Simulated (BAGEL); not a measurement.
**CHClInNO (SMILES O=C=[N][InH][Cl]), step by step**

Wanted: a single-point energy (HF/x2c-SVPall), then the energy (NEVPT2(2,2)/x2c-SVPall) of CHClInNO. 

Program for the calculation: BAGEL 1.2.2.

### Step 1. The system as given

The species is CHClInNO (6 atoms), meant as a singlet with charge 0. As SMILES, `O=C=[N][InH][Cl]`. The In4–H6 distance was set to 3.206 Å, away from the relaxed value. At this shape a bond of the SMILES string is far longer than usual.

Bond lengths: O1–C2 1.166 Å, C2–N3 1.205 Å, N3–In4 2.019 Å, In4–Cl5 2.315 Å. Angles: O1–C2–N3 176.3°, C2–N3–In4 136.4°, N3–In4–Cl5 111.3°.

### Step 2. The energy at HF/x2c-SVPall (DKH2, density fitting with AutoAux) (run 1)

Contents of input.json:

```json
{ "bagel": [

{
  "title": "molecule",
  "basis": "x2c-svpall.json",
  "df_basis": "x2c-svpall-autoaux.json",
  "angstrom": "true",
  "dkh": "true",
  "geometry": [
    { "atom": "O", "xyz": [       2.569318,      -3.202767,      -0.742816 ] },
    { "atom": "C", "xyz": [       1.837918,      -2.353267,      -0.421616 ] },
    { "atom": "N", "xyz": [       1.078018,      -1.509267,      -0.018816 ] },
    { "atom": "In", "xyz": [       0.197118,       0.145533,      -0.769616 ] },
    { "atom": "Cl", "xyz": [       0.814318,       0.499633,      -2.972916 ] },
    { "atom": "H", "xyz": [      -1.790100,       2.008300,       0.921200 ] }
  ]
},

{ "title": "hf" },

{ "title": "print", "file": "orbitals.molden", "orbitals": "true" }

]}
```

The basis set x2c-SVPall is read from a file made from the Basis Set Exchange's data (not shown).

Run with:

```
BAGEL_NUM_THREADS=1 BAGEL input.json > input.out
```

What it wrote:

```text
* using 1 threads per process

  ===============================================================
  ===============================================================

  *** Geometry ***

  { "atom" : "O", "xyz" : [      4.855307,     -6.052352,     -1.403719 ] },
  { "atom" : "C", "xyz" : [      3.473162,     -4.447030,     -0.796739 ] },
  { "atom" : "N", "xyz" : [      2.037159,     -2.852101,     -0.035557 ] },
  { "atom" : "In", "xyz" : [      0.372499,      0.275018,     -1.454363 ] },
  { "atom" : "Cl", "xyz" : [      1.538838,      0.944170,     -5.617997 ] },
  { "atom" : "H", "xyz" : [     -3.382799,      3.795137,      1.740816 ] },

  Number of auxiliary basis functions:      880

  Since a DF basis is specified, we compute 2- and 3-index integrals:
    o Being stored without compression. Storage requirement is 0.072 GB

  Number of basis functions:      101
  Number of electrons      :       88

    * METHOD: MOLECULE                             0.88

  *** RHF ***

  === Nuclear Repulsion ===
   493.7379393426

      * DIIS with orbital gradients will be used.

  === RHF iteration (x2c-svpall.json) ===
      0      -6504.38107663          0.01351377           0.46
      1      -6504.50863441          0.00925012           0.45
      2      -6504.56628219          0.00112171           0.44
      3      -6504.56782852          0.00053682           0.43
      4      -6504.56810349          0.00014346           0.44
      5      -6504.56812350          0.00004494           0.44
      6      -6504.56812679          0.00001258           0.45
      7      -6504.56812716          0.00000490           0.45
      8      -6504.56812721          0.00000239           0.44
      9      -6504.56812722          0.00000123           0.41
     10      -6504.56812722          0.00000060           0.41
     11      -6504.56812722          0.00000028           0.42
     12      -6504.56812722          0.00000016           0.42
     13      -6504.56812722          0.00000005           0.42
     14      -6504.56812722          0.00000002           0.40
     15      -6504.56812722          0.00000001           0.39
     16      -6504.56812722          0.00000001           0.39
    * SCF iteration converged.

    * Permanent dipole moment:
           (    0.401765,    -0.501321,    -0.108957) a.u.

    * METHOD: HF                                   8.18

    * METHOD: PRINT                                0.03

  ===============================================================
```

Wall time 9.3 s (1 thread of Arm Neoverse V1, shared host); peak memory 0.29 GiB.

### Step 3. A single-point energy at NEVPT2(2,2)/x2c-SVPall (DKH2, density fitting with AutoAux) (run 2)

Contents of input.json:

```json
{ "bagel": [

{
  "title": "molecule",
  "basis": "x2c-svpall.json",
  "df_basis": "x2c-svpall-autoaux.json",
  "angstrom": true,
  "dkh": true,
  "geometry": [
    { "atom": "O", "xyz": [    2.569318,   -3.202767,   -0.742816 ] },
    { "atom": "C", "xyz": [    1.837918,   -2.353267,   -0.421616 ] },
    { "atom": "N", "xyz": [    1.078018,   -1.509267,   -0.018816 ] },
    { "atom": "In", "xyz": [    0.197118,    0.145533,   -0.769616 ] },
    { "atom": "Cl", "xyz": [    0.814318,    0.499633,   -2.972916 ] },
    { "atom": "H", "xyz": [   -1.790100,    2.008300,    0.921200 ] }
  ]
},
{
  "title": "hf"
},
{
  "title": "nevpt2",
  "nstate": 1,
  "nact": 2,
  "nclosed": 43,
  "active": [44, 48],
  "maxiter": 200,
  "natocc": true,
  "ncore": 26
},
{
  "title": "print",
  "file": "orbitals.molden",
  "orbitals": true
}

]}
```

The basis set x2c-SVPall is read from a file made from the Basis Set Exchange's data (not shown).

Run with:

```
BAGEL_NUM_THREADS=1 BAGEL input.json > input.out
```

What it wrote:

```text
* using 1 threads per process

  ===============================================================
  ===============================================================

  *** Geometry ***

  { "atom" : "O", "xyz" : [      4.855307,     -6.052352,     -1.403719 ] },
  { "atom" : "C", "xyz" : [      3.473162,     -4.447030,     -0.796739 ] },
  { "atom" : "N", "xyz" : [      2.037159,     -2.852101,     -0.035557 ] },
  { "atom" : "In", "xyz" : [      0.372499,      0.275018,     -1.454363 ] },
  { "atom" : "Cl", "xyz" : [      1.538838,      0.944170,     -5.617997 ] },
  { "atom" : "H", "xyz" : [     -3.382799,      3.795137,      1.740816 ] },

  Number of auxiliary basis functions:      880

  Since a DF basis is specified, we compute 2- and 3-index integrals:
    o Being stored without compression. Storage requirement is 0.072 GB

  Number of basis functions:      101
  Number of electrons      :       88

    * METHOD: MOLECULE                             0.87

  *** RHF ***

  === Nuclear Repulsion ===
   493.7379393426

      * DIIS with orbital gradients will be used.

  === RHF iteration (x2c-svpall.json) ===
      0      -6504.38107663          0.01351377           0.41
      1      -6504.50863441          0.00925012           0.45
      2      -6504.56628219          0.00112171           0.45
      3      -6504.56782852          0.00053682           0.45
      4      -6504.56810349          0.00014346           0.45
      5      -6504.56812350          0.00004494           0.44
      6      -6504.56812679          0.00001258           0.43
      7      -6504.56812716          0.00000490           0.44
      8      -6504.56812721          0.00000239           0.43
      9      -6504.56812722          0.00000123           0.44
     10      -6504.56812722          0.00000060           0.45
     11      -6504.56812722          0.00000028           0.44
     12      -6504.56812722          0.00000016           0.43
     13      -6504.56812722          0.00000005           0.44
     14      -6504.56812722          0.00000002           0.44
     15      -6504.56812722          0.00000001           0.44
     16      -6504.56812722          0.00000001           0.44
    * SCF iteration converged.

    * Permanent dipole moment:
           (    0.401765,    -0.501321,    -0.108957) a.u.

    * METHOD: HF                                   8.33

    * freezing 26 orbitals
  ---------------------------
      CASSCF calculation
  ---------------------------

    ==== Active orbitals : =====
         Orbital 44
         Orbital 48
    ============================

    * nstate   :      1
    * nclosed  :     43
    * nact     :      2
    * nvirt    :     56
  === CASSCF iteration (x2c-svpall.json) ===

    * Using the second-order algorithm

      0  0     -6504.56824181     2.84e-05      0.09

      1  0     -6504.57077297     4.17e-04      1.61

      2  0     -6504.61511347     2.38e-03      1.56

      3  0     -6504.63609571     1.50e-03      1.72

      4  0     -6504.63875344     4.87e-04      1.84

      5  0     -6504.63899112     1.42e-04      1.94

      6  0     -6504.63900990     3.95e-05      1.90

      7  0     -6504.63901134     1.09e-05      1.87

      8  0     -6504.63901145     3.00e-06      1.79

      9  0     -6504.63901146     8.26e-07      1.74

     10  0     -6504.63901146     2.28e-07      1.75

     11  0     -6504.63901146     6.26e-08      1.70

     12  0     -6504.63901146     1.72e-08      1.71

     13  0     -6504.63901146     4.74e-09      1.59

    * Second-order optimization converged. *

     guess   0:   closed 1.                   open ..

  === FCI iteration ===

      0  0     -6504.55979290     7.33e-02      0.00
      1  0     -6504.63855305     6.00e-03      0.00
      2  0 *   -6504.63901146     1.27e-16      0.00

     * ci vector, state   0, <S^2> = 0.0000
       2.     0.8795075516
       .2    -0.4758849300

  === DF-NEVPT2 calculation ===

    * 3-index integral transformation done
    * assembly done

      NEVPT2 correlation energy:   -0.6617233412      0.29

          (+0)     -0.6167591923
          (+0)'    -0.0136221338
          (+1)     -0.0103480531
          (+1)'    -0.0033286182
          (+2)     -0.0001061208
          (-1)     -0.0144827096
          (-1)'    -0.0022018568
          (-2)     -0.0008746566

      NEVPT2 total energy:       -6505.3007347969

    * METHOD: NEVPT2                              24.76

    * METHOD: PRINT                                0.03

  ===============================================================
```

Wall time 34 s (1 thread of Arm Neoverse V1, shared host); peak memory 0.32 GiB.

### Step 4. Outcome

```
                                   quantity           value
         run 1, HF/x2c-SVPall: total energy  -6504.56813 Eh
        run 1, HF/x2c-SVPall: dipole moment          1.66 D
          run 1, HF/x2c-SVPall: HOMO energy        -9.26 eV
          run 1, HF/x2c-SVPall: LUMO energy        -1.91 eV
        run 1, HF/x2c-SVPall: HOMO–LUMO gap         7.35 eV
run 2, NEVPT2(2,2)/x2c-SVPall: total energy  -6505.30073 Eh
```
